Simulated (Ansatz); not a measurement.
# C2H6OSSi: two geometries relaxed

Are the two ends of the rotation by 120° about the C2–Si3 bond separate minima, and which lies lower? Each is relaxed from a guess. SMILES of the start: O=C[SiH2]CS.

Method: RKS B3LYP-D4/def2-SVP, in Ansatz 0.2.0.

**1. The starting structure**

Bond lengths: O1–C2 1.177 Å, C2–Si3 1.857 Å, Si3–C4 1.821 Å, C4–S5 1.849 Å, C2–H6 1.101 Å, Si3–H7 1.545 Å, Si3–H8 1.526 Å, C4–H9 1.138 Å, C4–H10 1.020 Å, S5–H11 1.375 Å. Angles (14 of 16 angles, heavy atoms first): O1–C2–Si3 117.8°, C2–Si3–C4 116.4°, Si3–C4–S5 110.4°, O1–C2–H6 124.5°, Si3–C2–H6 117.7°, C2–Si3–H7 109.9°, C2–Si3–H8 111.3°, C4–Si3–H7 108.4°, C4–Si3–H8 108.4°, Si3–C4–H9 106.3°, Si3–C4–H10 114.5°, S5–C4–H9 105.5°, S5–C4–H10 109.5°, C4–S5–H11 97.8°.

Structure file:

```xyz
11

O    -1.8583    0.0626    1.0979
C    -0.7961    0.2516    1.5678
Si    0.6312    0.5048    0.4079
C     0.3748   -0.0161   -1.3184
S    -0.0423   -1.8157   -1.3945
H    -0.5862    0.2647    2.6482
H     1.8858   -0.2135    0.9532
H     1.0961    1.9580    0.4084
H    -0.5561    0.5275   -1.6815
H     1.1605    0.1773   -1.9395
H    -1.2440   -1.7582   -0.7288
```

**2. Relaxing end A**

Input file input.yaml:

```yaml
crystal:
  periodic: [false, false, false]
  atoms:
    - { symbol: O, position_ang: [-1.8583, 0.0626, 1.0979] }
    - { symbol: C, position_ang: [-0.7961, 0.2516, 1.5678] }
    - { symbol: Si, position_ang: [0.6312, 0.5048, 0.4079] }
    - { symbol: C, position_ang: [0.3748, -0.0161, -1.3184] }
    - { symbol: S, position_ang: [-0.0423, -1.8157, -1.3945] }
    - { symbol: H, position_ang: [-0.5862, 0.2647, 2.6482] }
    - { symbol: H, position_ang: [1.8858, -0.2135, 0.9532] }
    - { symbol: H, position_ang: [1.0961, 1.958, 0.4084] }
    - { symbol: H, position_ang: [-0.5561, 0.5275, -1.6815] }
    - { symbol: H, position_ang: [1.1605, 0.1773, -1.9395] }
    - { symbol: H, position_ang: [-1.244, -1.7582, -0.7288] }
basis:
  gaussian: { orbitals: def2-SVP }
hamiltonian:
  xc: b3lyp
  dispersion: d4
relax:
  f_tol: 0.015
  max_steps: 40
```

Command:

```
> ansatz run input.yaml --threads 2 --pin off --max-ram 3072MiB --backend cpu --events-out ev --progress --plain --runs-dir out
```

Output, cut to the lines that bear on the results:

```text
Warning: RAYON_NUM_THREADS=2 ignored (pool sized by the plan → 2); use --threads N
[...]
Functional definition: B3LYP
[...]
1148 factors; integrals over basis functions are off by at most 3.5e-4 eV
[...]
mean field -22922.53881306 eV, -842.3877639252 hartree, gradient 6.0e-5 eV, S^2 0.000000; 0 other end points of the search recorded, 0 dependent functions left out
[...]
reference -22922.53905894 eV, -842.3877729611 hartree; 28, 28 occupied and 80, 80 virtual orbitals, 1148 factors
relax step   1: F+E_penalty+E_count = -22922.97738393 eV  Δ(F+E_penalty+E_count) = +0.000e0 eV  max|allowed force component| = 4.831e0 eV/Å  Δτ_max = 0.0000 Å  (26 SCF iters, accepted)
[...]
relax step   3: F+E_penalty+E_count = -22923.21152124 eV  Δ(F+E_penalty+E_count) = +2.178e-1 eV  max|allowed force component| = 3.385e0 eV/Å  Δτ_max = 0.1931 Å  (34 SCF iters, rejected (line search))
[...]
relax step   5: F+E_penalty+E_count = -22923.52195228 eV  Δ(F+E_penalty+E_count) = -2.821e-2 eV  max|allowed force component| = 2.794e-1 eV/Å  Δτ_max = 0.1000 Å  (30 SCF iters, accepted)
[...]
relax step   7: F+E_penalty+E_count = -22923.52910218 eV  Δ(F+E_penalty+E_count) = -2.049e-3 eV  max|allowed force component| = 1.996e-1 eV/Å  Δτ_max = 0.0838 Å  (31 SCF iters, accepted)
[...]
relax step   9: F+E_penalty+E_count = -22923.53362814 eV  Δ(F+E_penalty+E_count) = -3.837e-4 eV  max|allowed force component| = 1.702e-2 eV/Å  Δτ_max = 0.0207 Å  (28 SCF iters, accepted)
[...]
relax step  10: F+E_penalty+E_count = -22923.53369848 eV  Δ(F+E_penalty+E_count) = -7.034e-5 eV  max|allowed force component| = 5.151e-3 eV/Å  Δτ_max = 0.0083 Å  (25 SCF iters, accepted)
1148 factors; integrals over basis functions are off by at most 4.3e-4 eV
mean field -22923.09575239 eV, -842.4082310679 hartree, gradient 1.9e-5 eV, S^2 0.000000; 1 other end points of the search recorded, 0 dependent functions left out
[...]
reference -22923.09599754 eV, -842.4082400770 hartree; 28, 28 occupied and 80, 80 virtual orbitals, 1148 factors
Total energy: -22923.53394363 eV, -842.4243342990 hartree
Atom 0 at    -1.793291    -0.335642     1.164804 Å, force    -0.000133    -0.000297     0.002169 eV/Å
Atom 1 at    -0.779729     0.205153     1.552917 Å, force     0.000801    -0.000216    -0.003158 eV/Å
Atom 2 at     0.757434     0.508574     0.410226 Å, force     0.002417    -0.000427    -0.001210 eV/Å
Atom 3 at     0.312641    -0.000089    -1.349584 Å, force    -0.002896     0.002865     0.003481 eV/Å
Atom 4 at    -0.160349    -1.778685    -1.445523 Å, force    -0.001669     0.001420     0.003091 eV/Å
Atom 5 at    -0.725149     0.566478     2.620486 Å, force     0.000041    -0.000345    -0.000569 eV/Å
Atom 6 at     1.905034    -0.276720     0.946792 Å, force    -0.002026     0.000349    -0.000351 eV/Å
Atom 7 at     1.078885     1.966779     0.520928 Å, force    -0.001070    -0.001176     0.001352 eV/Å
Atom 8 at    -0.485496     0.635284    -1.765404 Å, force    -0.002403    -0.000006    -0.001265 eV/Å
Atom 9 at     1.187925     0.116147    -2.007874 Å, force     0.005151    -0.001808    -0.002319 eV/Å
Atom 10 at    -1.232504    -1.664279    -0.627069 Å, force     0.001786    -0.000359    -0.001221 eV/Å
Dipole moment:     0.255394     0.385660     0.106971 e Å
```

Run time: 33 s. Hardware: 2 threads of Arm Neoverse V1, shared host; peak memory 0.24 GiB.

Relaxation path:

```tsv
step	energy from step 1 (eV)	largest force component (eV/Å)
1	0.0000	4.8307
2	-0.4520	0.9481
3x	-0.2341	3.3852
4	-0.5164	1.1703
5	-0.5446	0.2794
6	-0.5497	0.1142
7	-0.5517	0.1996
8	-0.5559	0.0690
9	-0.5562	0.0170
10	-0.5563	0.0052
```

Step 1 is the start. 1 step was tried and not accepted (marked x).

After: Bond lengths: O1–C2 1.213 Å, C2–Si3 1.939 Å, Si3–C4 1.885 Å, C4–S5 1.843 Å, C2–H6 1.128 Å, Si3–H7 1.490 Å, Si3–H8 1.497 Å, C4–H9 1.102 Å, C4–H10 1.101 Å, S5–H11 1.354 Å. Angles (14 of 16 angles, heavy atoms first): O1–C2–Si3 122.9°, C2–Si3–C4 108.7°, Si3–C4–S5 111.7°, O1–C2–H6 119.1°, Si3–C2–H6 118.0°, C2–Si3–H7 108.4°, C2–Si3–H8 106.2°, C4–Si3–H7 112.1°, C4–Si3–H8 112.5°, Si3–C4–H9 111.6°, Si3–C4–H10 110.0°, S5–C4–H9 110.6°, S5–C4–H10 105.9°, C4–S5–H11 95.2°.

**3. End point B**

The second end starts from a geometry with the move made by hand.

Input file input.yaml:

```yaml
crystal:
  periodic: [false, false, false]
  atoms:
    - { symbol: O, position_ang: [-1.8583, 0.0626, 1.0979] }
    - { symbol: C, position_ang: [-0.7961, 0.2516, 1.5678] }
    - { symbol: Si, position_ang: [0.6312, 0.5048, 0.4079] }
    - { symbol: C, position_ang: [1.20819, 2.21914, 0.19506] }
    - { symbol: S, position_ang: [-0.16396, 3.2892, -0.42983] }
    - { symbol: H, position_ang: [-0.5862, 0.2647, 2.6482] }
    - { symbol: H, position_ang: [0.28612, -0.07035, -0.98402] }
    - { symbol: H, position_ang: [1.82546, -0.36007, 0.79988] }
    - { symbol: H, position_ang: [1.44666, 2.60794, 1.23712] }
    - { symbol: H, position_ang: [2.02114, 2.31921, -0.41289] }
    - { symbol: H, position_ang: [-0.98937, 3.19495, 0.66578] }
basis:
  gaussian: { orbitals: def2-SVP }
hamiltonian:
  xc: b3lyp
  dispersion: d4
relax:
  f_tol: 0.015
  max_steps: 40
```

Command:

```
> ansatz run input.yaml --threads 2 --pin off --max-ram 3072MiB --backend cpu --events-out ev --progress --plain --runs-dir out
```

Output, cut to the lines that bear on the results:

```text
Warning: RAYON_NUM_THREADS=2 ignored (pool sized by the plan → 2); use --threads N
[...]
[... 1 set-up line as earlier in the session ...]
[...]
1145 factors; integrals over basis functions are off by at most 4.3e-4 eV
[...]
mean field -22922.39607597 eV, -842.3825184340 hartree, gradient 6.2e-5 eV, S^2 0.000000; 0 other end points of the search recorded, 0 dependent functions left out
[...]
reference -22922.39631978 eV, -842.3825273935 hartree; 28, 28 occupied and 80, 80 virtual orbitals, 1145 factors
relax step   1: F+E_penalty+E_count = -22922.82427593 eV  Δ(F+E_penalty+E_count) = +0.000e0 eV  max|allowed force component| = 3.792e0 eV/Å  Δτ_max = 0.0000 Å  (27 SCF iters, accepted)
[...]
relax step   4: F+E_penalty+E_count = -22923.38342312 eV  Δ(F+E_penalty+E_count) = -6.553e-2 eV  max|allowed force component| = 5.609e-1 eV/Å  Δτ_max = 0.0703 Å  (32 SCF iters, accepted)
[...]
relax step   7: F+E_penalty+E_count = -22923.40877449 eV  Δ(F+E_penalty+E_count) = -7.022e-3 eV  max|allowed force component| = 4.669e-1 eV/Å  Δτ_max = 0.1209 Å  (30 SCF iters, accepted)
[...]
relax step  10: F+E_penalty+E_count = -22923.44237253 eV  Δ(F+E_penalty+E_count) = -7.245e-3 eV  max|allowed force component| = 3.178e-1 eV/Å  Δτ_max = 0.1005 Å  (31 SCF iters, accepted)
[...]
relax step  13: F+E_penalty+E_count = -22923.46749613 eV  Δ(F+E_penalty+E_count) = -8.997e-3 eV  max|allowed force component| = 3.891e-1 eV/Å  Δτ_max = 0.0978 Å  (32 SCF iters, accepted)
[...]
relax step  14: F+E_penalty+E_count = -22923.47124079 eV  Δ(F+E_penalty+E_count) = -3.745e-3 eV  max|allowed force component| = 7.643e-1 eV/Å  Δτ_max = 0.1284 Å  (31 SCF iters, accepted)
[...]
relax step  15: F+E_penalty+E_count = -22923.49664688 eV  Δ(F+E_penalty+E_count) = -2.541e-2 eV  max|allowed force component| = 9.950e-2 eV/Å  Δτ_max = 0.2000 Å  (31 SCF iters, accepted)
[...]
1145 factors; integrals over basis functions are off by at most 5.4e-4 eV
```

**4. More of the same log: end point B relaxed**

The log, continued, cut to the lines that bear on the results:

```text
mean field -22923.07581097 eV, -842.4074982343 hartree, gradient 1.7e-5 eV, S^2 0.000000; 0 other end points of the search recorded, 0 dependent functions left out
[...]
reference -22923.07605556 eV, -842.4075072229 hartree; 28, 28 occupied and 80, 80 virtual orbitals, 1145 factors
relax step  16: F+E_penalty+E_count = -22923.51176224 eV  Δ(F+E_penalty+E_count) = -1.512e-2 eV  max|allowed force component| = 1.143e-1 eV/Å  Δτ_max = 0.2000 Å  (31 SCF iters, accepted)
[...]
relax step  18: F+E_penalty+E_count = -22923.51998766 eV  Δ(F+E_penalty+E_count) = -8.225e-3 eV  max|allowed force component| = 1.013e-1 eV/Å  Δτ_max = 0.0966 Å  (31 SCF iters, accepted)
[...]
relax step  20: F+E_penalty+E_count = -22923.53044791 eV  Δ(F+E_penalty+E_count) = -5.562e-3 eV  max|allowed force component| = 6.459e-2 eV/Å  Δτ_max = 0.1500 Å  (31 SCF iters, accepted)
[...]
Atom 1 at    -0.766625     0.270022     1.579140 Å, force     0.010149     0.005167     0.009000 eV/Å
Atom 2 at     0.780591     0.461815     0.426520 Å, force    -0.005104    -0.002377    -0.011842 eV/Å
Atom 3 at     1.136667     2.297010     0.185136 Å, force    -0.001571     0.000292     0.009268 eV/Å
Atom 4 at    -0.294836     3.172565    -0.576941 Å, force     0.001104     0.002307    -0.005250 eV/Å
Atom 5 at    -1.040670    -0.768707     1.924268 Å, force    -0.006888    -0.000320     0.000707 eV/Å
Atom 6 at     0.487251    -0.225193    -0.863192 Å, force     0.005090     0.000004    -0.001963 eV/Å
Atom 7 at     1.902802    -0.255625     1.110053 Å, force     0.000103    -0.000543     0.001899 eV/Å
Atom 8 at     1.428029     2.781386     1.130865 Å, force    -0.001377     0.001133    -0.001761 eV/Å
Atom 9 at     1.978444     2.428708    -0.513044 Å, force    -0.002812     0.000212    -0.001468 eV/Å
Atom 10 at    -1.154085     2.910515     0.435706 Å, force     0.004467    -0.002437     0.002231 eV/Å
Dipole moment:     0.340583    -0.327624     0.063347 e Å
```

Run time: 80 s. Hardware: 2 threads of Arm Neoverse V1, shared host; peak memory 0.24 GiB.

Relaxation path:

```tsv
step	energy from step 1 (eV)	largest force component (eV/Å)
1	0.0000	3.7924
2	-0.4936	0.8915
3x	-0.4120	2.1167
4	-0.5591	0.5609
5	-0.5695	0.5672
6	-0.5775	0.4925
7	-0.5845	0.4669
8	-0.5914	0.5537
9	-0.6109	0.2060
10	-0.6181	0.3178
11x	-0.5939	1.7976
12	-0.6342	0.0983
13	-0.6432	0.3891
14	-0.6470	0.7643
15	-0.6724	0.0995
16	-0.6875	0.1143
17x	-0.6461	1.8703
18	-0.6957	0.1013
19	-0.7006	0.2874
20	-0.7062	0.0646
21x	-0.7057	0.3732
22	-0.7084	0.0358
23	-0.7090	0.0535
24	-0.7092	0.0907
25	-0.7094	0.0118
```

Step 1 is the start. 4 steps were tried and not accepted (marked x).

After: Bond lengths: O1–C2 1.213 Å, C2–Si3 1.939 Å, Si3–C4 1.885 Å, C4–S5 1.843 Å, C2–H6 1.128 Å, Si3–H7 1.490 Å, Si3–H8 1.497 Å, C4–H9 1.102 Å, C4–H10 1.102 Å, S5–H11 1.354 Å. Angles (14 of 16 angles, heavy atoms first): O1–C2–Si3 123.1°, C2–Si3–C4 108.9°, Si3–C4–S5 111.6°, O1–C2–H6 119.1°, Si3–C2–H6 117.8°, C2–Si3–H7 108.2°, C2–Si3–H8 106.2°, C4–Si3–H7 112.0°, C4–Si3–H8 112.5°, Si3–C4–H9 111.6°, Si3–C4–H10 110.0°, S5–C4–H9 110.6°, S5–C4–H10 105.9°, C4–S5–H11 95.3°.

**5. Outcome**

```
                           quantity                     value
                              end A   8 moves, 0.556 eV lower
                              end B  20 moves, 0.709 eV lower
largest difference between the ends                    0.01 Å
            end B relative to end A                 +0.000 eV
```

In words: Both starts fell into the same minimum (no atom differs by more than 0.01 Å), so from this start no second minimum was found and no band was run; another arrangement could still be one.
